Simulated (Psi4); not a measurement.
**singlet C2H2BF at 5 levels**

Wanted: a comparison of 5 runs (B3LYP/def2-SVPD, BHLYP/def2-SVPD, CAM-B3LYP/def2-SVPD, M06-2X/def2-SVPD, M06-L/def2-SVPD) of singlet C2H2BF. 

Program for the calculation: Psi4 1.11.

## (1) The system as given

The species is C2H2BF (6 atoms), meant as a singlet with charge 0. As SMILES of the parent species, `[CH+]=[C]BF`. The coordinates come from a GFN2-xTB relaxation. This is one conformer, not always the lowest. That shape belongs to the parent species and isn't relaxed for this state.

Bond lengths: C1–C2 1.217 Å, C2–B3 1.497 Å, B3–F4 1.266 Å, C1–H5 1.067 Å, B3–H6 1.214 Å. Angles: C1–C2–B3 178.7°, C2–B3–F4 133.1°, C2–C1–H5 171.3°, C2–B3–H6 107.5°, F4–B3–H6 119.4°.

## (2) A single-point energy at B3LYP/def2-SVPD (run 1)

Contents of run.py:

```python
import psi4

psi4.set_memory('1600 MB')
psi4.set_num_threads(1)
psi4.core.set_output_file('output.dat', False)

geom = psi4.geometry("""
C     -0.487740     0.880300    -1.230320
C     -0.112030     0.212570    -0.284970
B      0.331970    -0.634170     0.866950
F      0.028170    -1.802160     1.248600
H     -0.908920     1.338300    -2.097670
H      1.148550     0.005160     1.497400
symmetry c1
""")

psi4.set_options({
    'basis': 'def2-SVPD',
    'reference': 'rks',
    'puream': True,
    'e_convergence': 1e-09,
    'd_convergence': 1e-08,
    'scf_type': 'pk',
    'dft_radial_points': 99,
    'dft_spherical_points': 590,
})

E, wfn = psi4.energy("b3lyp", return_wfn=True)
print(f'total energy {E:.8f} hartree = {E * 27.211386:.5f} eV')
for k, v in sorted(psi4.core.scalar_variables().items()):
    print(f'{k:45s} {v:18.10f}')
```

The run is started by

```sh
$ python run.py
```

output.dat:

```text
[...]
  Running in c1 symmetry.
[...]
  Nuclear repulsion =   82.962162578352405
[...]
  Multiplicity = 1
[...]
  Nalpha       = 14
  Nbeta        = 14
[...]
    Number of basis functions: 99
[...]
   @RKS iter   1:  -201.74502195457228   -4.86306e-01   6.11436e-03 DIIS/ADIIS
[...]
   @RKS iter  11:  -201.94329031600884   -1.43814e-11   7.95022e-09 DIIS
[...]
    Orbital Energies [Eh]
    ---------------------
    Doubly Occupied:
       1A    -24.730418     2A    -10.223287     3A    -10.195688
       4A     -6.832563     5A     -1.241378     6A     -0.764998
       7A     -0.604748     8A     -0.567429     9A     -0.517044
      10A     -0.502998    11A     -0.498538    12A     -0.354322
      13A     -0.321674    14A     -0.298159
[...]
  @RKS Final Energy:  -201.94329031600884
   => Energetics <=
    Nuclear Repulsion Energy =             82.9621625783524053
    One-Electron Energy =                -439.3640707098678604
    Two-Electron Energy =                 175.5191657585839096
    DFT Exchange-Correlation Energy =     -21.0605479430772746
    Empirical Dispersion Energy =           0.0000000000000000
    VV10 Nonlocal Energy =                  0.0000000000000000
    Total Energy =                       -201.9432903160088415
[...]
 Multipole Moments:
 ------------------------------------------------------------------------------------
     Multipole            Electronic (a.u.)      Nuclear  (a.u.)        Total (a.u.)
 ------------------------------------------------------------------------------------
 L = 1.  Multiply by 2.5417464519 to convert [e a0] to [Debye]
 Dipole X            :         -0.0758499           -0.1196030           -0.1954529
 Dipole Y            :         -3.2342557            3.5537688            0.3195131
 Dipole Z            :          2.0933377           -2.5616750           -0.4683373
 Magnitude           :                                                    0.5996918
[...]
```

On the terminal:

```text
total energy -201.94329032 hartree = -5495.15682 eV
CURRENT ENERGY                                   -201.9432903160
CURRENT REFERENCE ENERGY                         -201.9432903160
DD SOLVATION ENERGY                                 0.0000000000
DFT FUNCTIONAL TOTAL ENERGY                      -201.9432903160
DFT TOTAL ENERGY                                 -201.9432903160
DFT VV10 ENERGY                                     0.0000000000
DFT XC ENERGY                                     -21.0605479431
GRID ELECTRONS ALPHA                               14.0000001344
GRID ELECTRONS BETA                                14.0000001344
GRID ELECTRONS TOTAL                               28.0000002689
NUCLEAR REPULSION ENERGY                           82.9621625784
ONE-ELECTRON ENERGY                              -439.3640707099
PCM POLARIZATION ENERGY                             0.0000000000
PE ENERGY                                           0.0000000000
SCF ITERATION ENERGY                             -201.9432903160
SCF ITERATIONS                                     11.0000000000
SCF TOTAL ENERGY                                 -201.9432903160
TWO-ELECTRON ENERGY                               175.5191657586
XC GRID RADIAL POINTS                              99.0000000000
XC GRID SPHERICAL POINTS                          590.0000000000
XC GRID TOTAL POINTS                           338950.0000000000
```

Wall time 9 s (1 thread of AMD EPYC 9R45 (Zen 5), shared host); peak memory 0.7 GiB.

## (3) Energy and gradient at BHLYP/def2-SVPD (run 2)

Contents of input.in:

```
memory 1600 mb

molecule {
  0 1
  C     -0.92169502     1.66352591    -2.32496785
  C     -0.21170602     0.40169908    -0.53851525
  B      0.62733238    -1.19840762     1.63829806
  F      0.05323358    -3.40558883     2.35951204
  H     -1.71760987     2.52902047    -3.96402180
  H      2.17044494     0.00975099     2.82967590
  units au
  symmetry c1
  no_reorient
  no_com
}

set {
  puream               true
  e_convergence        1e-09
  d_convergence        1e-08
  scf_type             pk
  dft_radial_points    99
  dft_spherical_points 590
}

gradient("bhhlyp/def2-SVPD")
```

The run is started by

```sh
$ psi4 input.in input.out -n 1
```

input.out:

```text
[...]
  Running in c1 symmetry.
[...]
  Nuclear repulsion =   82.962162612855181
[...]
  Multiplicity = 1
[...]
  Nalpha       = 14
  Nbeta        = 14
[...]
    Number of basis functions: 99
[...]
   @RKS iter   1:  -201.72372413324086   -7.40253e-01   4.83705e-03 ADIIS/DIIS
[...]
   @RKS iter  11:  -201.83871277561732   -3.82272e-11   9.09997e-09 DIIS
[...]
    Orbital Energies [Eh]
    ---------------------
    Doubly Occupied:
       1A    -25.346349     2A    -10.631509     3A    -10.601463
       4A     -7.167638     5A     -1.396917     6A     -0.873571
       7A     -0.696675     8A     -0.652940     9A     -0.603057
      10A     -0.585557    11A     -0.584545    12A     -0.419706
      13A     -0.368782    14A     -0.348442
[...]
  @RKS Final Energy:  -201.83871277561732
   => Energetics <=
    Nuclear Repulsion Energy =             82.9621626128551810
    One-Electron Energy =                -439.3453129003632966
    Two-Electron Energy =                 168.0208531630821369
    DFT Exchange-Correlation Energy =     -13.4764156511913598
    Empirical Dispersion Energy =           0.0000000000000000
    VV10 Nonlocal Energy =                  0.0000000000000000
    Total Energy =                       -201.8387127756173243
[...]
 Multipole Moments:
 ------------------------------------------------------------------------------------
     Multipole            Electronic (a.u.)      Nuclear  (a.u.)        Total (a.u.)
 ------------------------------------------------------------------------------------
 L = 1.  Multiply by 2.5417464519 to convert [e a0] to [Debye]
 Dipole X            :          2.5464501           -2.7318071           -0.1853569
 Dipole Y            :         22.0619669          -21.7122162            0.3497508
 Dipole Z            :        -11.5868294           11.1118542           -0.4749753
 Magnitude           :                                                    0.6182914
[...]
  -Total Gradient:
     Atom            X                  Y                   Z
    ------   -----------------  -----------------  -----------------
       1       -0.003906245072     0.015628350278    -0.015463057428
       2        0.029229946836    -0.000087895932     0.037938958685
       3       -0.043906216374    -0.065423045925    -0.012357915328
       4        0.020530426412     0.043396484673    -0.002567177963
       5       -0.003197975199    -0.004877073418    -0.001051965978
       6        0.001255530950     0.011346735615    -0.006482537435
[...]
```

Wall time 11 s (1 thread of AMD EPYC 9R45 (Zen 5), shared host); peak memory 0.69 GiB.

## (4) A single-point energy at CAM-B3LYP/def2-SVPD (run 3)

Contents of c2h2bf.json:

```json
{
  "schema_name": "qcschema_input",
  "schema_version": 1,
  "molecule": {
    "schema_name": "qcschema_molecule",
    "schema_version": 2,
    "symbols": ["C", "C", "B", "F", "H", "H"],
    "geometry": [-0.92169502, 1.66352591, -2.32496785, -0.21170602, 0.40169908, -0.53851525, 0.62733238, -1.19840762, 1.63829806, 0.05323358, -3.40558883, 2.35951204, -1.71760987, 2.52902047, -3.9640218, 2.17044494, 0.00975099, 2.8296759],
    "molecular_charge": 0,
    "molecular_multiplicity": 1,
    "fix_symmetry": "c1",
    "fix_com": true,
    "fix_orientation": true
  },
  "driver": "energy",
  "model": {
    "method": "cam-b3lyp",
    "basis": "def2-SVPD"
  },
  "keywords": {
    "reference": "rks",
    "puream": true,
    "e_convergence": 1e-09,
    "d_convergence": 1e-08,
    "scf_type": "pk",
    "dft_radial_points": 99,
    "dft_spherical_points": 590
  }
}
```

The run is started by

```sh
$ psi4 --qcschema c2h2bf.json -n 1 --memory 1600MB
```

stdout:

```text
[...]
  Running in c1 symmetry.
[...]
  Nuclear repulsion =   82.962162612855181
[...]
  Multiplicity = 1
[...]
  Nalpha       = 14
  Nbeta        = 14
[...]
    Number of basis functions: 99
[...]
   @RKS iter   1:  -201.72305622124145   -7.32234e-01   5.11983e-03 ADIIS/DIIS
[...]
   @RKS iter  12:  -201.85068894040768   -2.75691e-12   2.59287e-09 DIIS
[...]
    Orbital Energies [Eh]
    ---------------------
    Doubly Occupied:
       1A    -24.805017     2A    -10.295763     3A    -10.267799
       4A     -6.906861     5A     -1.320972     6A     -0.843258
       7A     -0.678731     8A     -0.638028     9A     -0.587325
      10A     -0.574526    11A     -0.570174    12A     -0.419252
      13A     -0.380465    14A     -0.357416
[...]
  @RKS Final Energy:  -201.85068894040768
   => Energetics <=
    Nuclear Repulsion Energy =             82.9621626128551810
    One-Electron Energy =                -439.3164380848298265
    Two-Electron Energy =                 173.5106695814444890
    DFT Exchange-Correlation Energy =     -19.0070830498775365
    Empirical Dispersion Energy =           0.0000000000000000
    VV10 Nonlocal Energy =                  0.0000000000000000
    Total Energy =                       -201.8506889404076787
[...]
 Multipole Moments:
 ------------------------------------------------------------------------------------
     Multipole            Electronic (a.u.)      Nuclear  (a.u.)        Total (a.u.)
 ------------------------------------------------------------------------------------
 L = 1.  Multiply by 2.5417464519 to convert [e a0] to [Debye]
 Dipole X            :          2.5438202           -2.7318071           -0.1879868
 Dipole Y            :         22.0352125          -21.7122162            0.3229963
 Dipole Z            :        -11.5726817           11.1118542           -0.4608275
 Magnitude           :                                                    0.5933192
[...]
```

The result, in JSON:

```text
{
 "driver": "energy",
 "model": {
  "method": "cam-b3lyp",
  "basis": "def2-SVPD"
 },
 "success": true,
 "return_result": -201.85068894040768,
 "properties": {
  "calcinfo_nbasis": 99,
  "calcinfo_nmo": 99,
  "calcinfo_nalpha": 14,
  "calcinfo_nbeta": 14,
  "calcinfo_natom": 6,
  "nuclear_repulsion_energy": 82.96216261285518,
  "return_energy": -201.85068894040768,
  "scf_one_electron_energy": -439.3164380848298,
  "scf_two_electron_energy": 173.5106695814445,
  "scf_xc_energy": -19.007083049877536,
  "scf_dipole_moment": [-0.18798682741204553, 0.32299629548067443, -0.4608275497740788],
  "scf_total_energy": -201.85068894040768,
  "scf_iterations": 12
 }
}
```

It took 11 s on 1 thread of AMD EPYC 9R45 (Zen 5), shared host; peak memory 0.79 GiB.

Run 4 isn't shown in full; the table further down has it.

## (5) Energy and gradient at M06-L/def2-SVPD (run 5)

Contents of c2h2bf.xyz:

```xyz
6
C2H2BF
C     -0.487740     0.880300    -1.230320
C     -0.112030     0.212570    -0.284970
B      0.331970    -0.634170     0.866950
F      0.028170    -1.802160     1.248600
H     -0.908920     1.338300    -2.097670
H      1.148550     0.005160     1.497400
```

Contents of run.py:

```python
import psi4

psi4.set_memory(1600000000)
psi4.set_num_threads(1)
psi4.set_output_file('c2h2bf.out', False)

with open('c2h2bf.xyz') as f:
    atoms = ''.join(f.readlines()[2:])
geom = psi4.geometry('0 1\n' + atoms + 'symmetry c1')

options = {'basis': 'def2-SVPD', 'puream': True, 'e_convergence': 1e-09, 'd_convergence': 1e-08, 'scf_type': 'pk', 'dft_radial_points': 99, 'dft_spherical_points': 590}
psi4.set_options(options)

energy_value, wavefunction = psi4.gradient('m06-l', return_wfn=True)
psi4.oeprop(wavefunction, 'QUADRUPOLE', 'DIPOLE', 'WIBERG_LOWDIN_INDICES', title='M06-L')
print('gradient / Eh bohr^-1')
print(energy_value.np.round(6))
print(f'energy = {wavefunction.energy():.10f} Eh')
```

The run is started by

```sh
$ python run.py
```

c2h2bf.out:

```text
[...]
  Running in c1 symmetry.
[...]
  Nuclear repulsion =   82.962162578352405
[...]
  Multiplicity = 1
[...]
  Nalpha       = 14
  Nbeta        = 14
[...]
    Number of basis functions: 99
[...]
   @RKS iter   1:  -201.69207328305546   -4.26558e-01   6.32517e-03 ADIIS/DIIS
[...]
   @RKS iter  12:  -201.90627468112226   -9.12337e-12   8.88594e-09 DIIS
[...]
  @RKS Final Energy:  -201.90627468112226
   => Energetics <=
    Nuclear Repulsion Energy =             82.9621625783524053
    One-Electron Energy =                -439.4017199531356823
    Two-Electron Energy =                 180.5691309221968481
    DFT Exchange-Correlation Energy =     -26.0358482285358654
    Empirical Dispersion Energy =           0.0000000000000000
    VV10 Nonlocal Energy =                  0.0000000000000000
    Total Energy =                       -201.9062746811222553
[...]
  -Total Gradient:
     Atom            X                  Y                   Z
    ------   -----------------  -----------------  -----------------
       1        0.002392532739     0.001527394633     0.002303182208
       2        0.019266251562     0.015843342226     0.014113336430
       3       -0.040672150265    -0.069142499101    -0.005770166718
       4        0.021103015037     0.049276341014    -0.005702039929
       5       -0.001327118093    -0.006504105433     0.002544074102
       6       -0.000758358286     0.009008982670    -0.007483860396
[...]
 Multipole Moments:
 ------------------------------------------------------------------------------------
     Multipole            Electronic (a.u.)      Nuclear  (a.u.)        Total (a.u.)
 ------------------------------------------------------------------------------------
 L = 1.  Multiply by 2.5417464519 to convert [e a0] to [Debye]
 Dipole X            :         -0.0782255           -0.1196030           -0.1978285
 Dipole Y            :         -3.2809593            3.5537688            0.2728095
 Dipole Z            :          2.1221208           -2.5616750           -0.4395542
 Magnitude           :                                                    0.5538673
 L = 2.  Multiply by 1.3450342976 to convert [e a0^2] to [Debye ang]
 Quadrupole XX       :        -31.4229093           14.7542791          -16.6686302
 Quadrupole XY       :         20.1292168          -21.5566877           -1.4274708
[...]
```

Standard output:

```text
gradient / Eh bohr^-1
[[ 0.002393  0.001527  0.002303]
 [ 0.019266  0.015843  0.014113]
 [-0.040672 -0.069142 -0.00577 ]
 [ 0.021103  0.049276 -0.005702]
 [-0.001327 -0.006504  0.002544]
 [-0.000758  0.009009 -0.007484]]
energy = -201.9062746811 Eh
```

Wall time 24 s (1 thread of AMD EPYC 9R45 (Zen 5), shared host); peak memory 0.78 GiB.

## (6) All runs side by side

| run | level | task | energy (Eh) | dipole moment (D) | HOMO energy (eV) | LUMO energy (eV) | wall time |
| --- | --- | --- | --- | --- | --- | --- | --- |
| 1 | B3LYP/def2-SVPD | energy | -201.943290 | 1.52 | -8.11 | -2.11 | 9 s |
| 2 | BHLYP/def2-SVPD | gradient | -201.838713 | 1.57 | -9.48 | -0.82 | 11 s |
| 3 | CAM-B3LYP/def2-SVPD | energy | -201.850689 | 1.51 | -9.73 | -0.75 | 11 s |
| 4 | M06-2X/def2-SVPD | energy | -201.856645 | 1.46 | -9.57 | -0.89 | 19 s |
| 5 | M06-L/def2-SVPD | gradient | -201.906275 | 1.41 | -7.23 | -2.44 | 24 s |

## (7) Results

| quantity | value |
| --- | --- |
| run 5: total energy | -201.90627 Eh |
| run 5: dipole moment | 1.41 D |
| run 5: HOMO energy | -7.23 eV |
| run 5: LUMO energy | -2.44 eV |
| run 5: HOMO–LUMO gap | 4.79 eV |
| run 5: largest force on an atom | 4.136 eV/Å |

In words: The dipole moment (its size) runs from 1.41 D (M06-L/def2-SVPD) to 1.57 D (BHLYP/def2-SVPD). The HOMO–LUMO gap runs from 4.79 eV (M06-L/def2-SVPD) to 8.98 eV (CAM-B3LYP/def2-SVPD). Totals of different functionals can't be ranked against each other. All runs together took 74 s, the longest 24 s.
